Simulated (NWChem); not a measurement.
# GaHClOF (SMILES [OH][Ga]([F])[Cl]): HF/3-21G

Wanted: a geometry optimisation of GaHClOF. 

Program for the calculation: NWChem 7.3.0.

10 further runs of the same task are left out: 7 that didn't finish, 3 set aside as unsound or not needed. Runs told in other sessions of the task aren't counted.

**1. Starting point**

GaHClOF: 5 atoms, total charge 0, spin state singlet. As SMILES, `[OH][Ga]([F])[Cl]`. The coordinates come from a PBE0-D4/def2-TZVP relaxation. This is one conformer, not always the lowest. The run starts from this shape.

Bond lengths: O1–Ga2 1.761 Å, Ga2–F3 1.733 Å, Ga2–Cl4 2.115 Å, O1–H5 0.961 Å. Angles: O1–Ga2–F3 117.4°, O1–Ga2–Cl4 124.1°, F3–Ga2–Cl4 118.5°, Ga2–O1–H5 113.2°.

**2. A geometry optimisation at HF/3-21G**

The input, job.nw:

```
start job
memory stack 880 mb heap 220 mb global 1100 mb

geometry
 O    -0.411400   -1.212900    0.567400
 Ga    0.024700    0.194000   -0.397200
 F    -0.341800    0.143700   -2.089800
 Cl    0.960300    1.923100    0.382300
 H    -0.182000   -1.121400    1.495800
end

basis spherical bse
 * library 3-21G
end

scf
 thresh 1e-07
 maxiter 80
 print low
end

driver
 maxiter 60
end

freq
 temp 3 298.15 400 700
end

task scf optimize
task scf frequencies
```

Started as:

```bash
$ nwchem job.nw > job.out
```

Log:

```text
[...]
 Group name             Cs
[...]
  functions       =    55
[...]
  wavefunction    = RHF
[...]
         Total SCF energy =  -2545.236070671122
[...]
@    0   -2545.23607067  0.0D+00  0.03250  0.01640  0.00000  0.00000      4.8
[...]
         Total SCF energy =  -2545.241965116902
[...]
@    1   -2545.24342376 -7.4D-03  0.02114  0.00951  0.06896  0.14981     11.3
[...]
@    5   -2545.24581855 -5.9D-05  0.00089  0.00031  0.01610  0.04302     35.3
[...]
         Total SCF energy =  -2545.245820801603
[...]
@    6   -2545.24582080 -2.3D-06  0.00024  0.00009  0.00176  0.00317     40.5
[...]
         Total SCF energy =  -2545.245821023249
[...]
         Total SCF energy =  -2545.245821070630
[...]
                         RHF ENERGY GRADIENTS
    atom               coordinates                        gradient
                 x          y          z           x          y          z
   1 O       2.729624   2.155592   0.000000    0.000027   0.000028   0.000000
   2 Ga     -0.044206   0.561997   0.000000    0.000021  -0.000024   0.000000
   3 F      -2.784901   2.195237   0.000000   -0.000007   0.000001   0.000000
   4 Cl     -0.250048  -3.606320   0.000000   -0.000010   0.000004   0.000000
   5 H       4.506794   1.857994   0.000000   -0.000031  -0.000008   0.000000
[...]
@    7   -2545.24582107 -2.7D-07  0.00003  0.00001  0.00081  0.00180     45.7
[...]
      Optimization converged
[...]
@    7   -2545.24582107 -2.7D-07  0.00003  0.00001  0.00081  0.00180     45.7
[...]
         Total SCF energy =  -2545.245821070629
      One-electron energy =  -4274.765232096720
      Two-electron energy =   1365.512060555727
 Nuclear repulsion energy =    364.007350470365
        Time for solution =      0.1s
[...]
 Zero-Point correction to Energy  =   11.001 kcal/mol  (  0.017531 au)
 Thermal correction to Energy     =   22.161 kcal/mol  (  0.035316 au)
 Thermal correction to Enthalpy   =   23.552 kcal/mol  (  0.037532 au)
 Total Entropy                    =   94.604 cal/mol-K
   - Translational                =   44.939 cal/mol-K (mol. weight = 139.8957)
   - Rotational                   =   29.180 cal/mol-K (symmetry #  =        1)
   - Vibrational                  =   20.485 cal/mol-K
 Cv (constant volume heat capacity) =   20.495 cal/mol-K
   - Translational                  =    2.979 cal/mol-K
   - Rotational                     =    2.979 cal/mol-K
   - Vibrational                    =   14.536 cal/mol-K
[...]
 Normal Eigenvalue ||           Projected Infra Red Intensities
  Mode   [cm**-1]  || [atomic units] [(debye/angs)**2] [(KM/mol)] [arbitrary]
 ------ ---------- || -------------- ----------------- ---------- -----------
    1       -0.000 ||    0.000376           0.009         0.366       0.056
    2       -0.000 ||    0.000187           0.004         0.182       0.028
    3       -0.000 ||    0.001997           0.046         1.947       0.300
    4        0.000 ||    0.002284           0.053         2.227       0.343
    5        0.000 ||    0.000979           0.023         0.955       0.147
    6        0.000 ||    0.000124           0.003         0.120       0.019
    7      178.652 ||    0.036009           0.831        35.104       5.406
    8      195.450 ||    0.063797           1.472        62.193       9.578
    9      248.471 ||    0.011005           0.254        10.728       1.652
   10      330.363 ||    0.274907           6.342       267.993      41.273
   11      421.383 ||    0.001794           0.041         1.749       0.269
   12      466.752 ||    0.347349           8.014       338.613      52.149
   13      850.535 ||    0.039920           0.921        38.916       5.993
   14      941.116 ||    0.065381           1.508        63.736       9.816
[...]
```

Run time: 65 s. Hardware: 1 thread of AMD EPYC 7R43 (Zen 3), shared host; peak memory 0.1 GiB.

The path in brief:

```csv
step,energy from the first frame kept (eV)
0,0.0000
1,-0.2001
2,-0.2485
3,-0.2587
4,-0.2636
5,-0.2653
6,-0.2653
7,-0.2653
```

After the run. Bond lengths: O1–Ga2 1.693 Å, Ga2–F3 1.688 Å, Ga2–Cl4 2.208 Å, O1–H5 0.954 Å. Angles: O1–Ga2–F3 119.3°, O1–Ga2–Cl4 122.7°, F3–Ga2–Cl4 118.0°, Ga2–O1–H5 140.6°.

**3. What came out**

Level: HF/3-21G.

| quantity | value |
| --- | --- |
| total energy at the end | -2545.24582 Eh |
| lowest harmonic wavenumber | 179 cm⁻¹ |
| highest harmonic wavenumber | 4066 cm⁻¹ |
| zero-point energy | 46.0 kJ/mol |
| ideal-gas entropy at 298.15 K (symmetry number 1 as used) | 76.8 cal/(mol K) |

**Reading.** At the final geometry: Bond lengths: O1–Ga2 1.693 Å, Ga2–F3 1.688 Å, Ga2–Cl4 2.208 Å, O1–H5 0.954 Å. Angles: O1–Ga2–F3 119.3°, O1–Ga2–Cl4 122.7°, F3–Ga2–Cl4 118.0°, Ga2–O1–H5 140.6°. All 9 modes are real, so the shape is a minimum at this level. The optimisation took 8 steps and changed the energy by -0.265 eV.
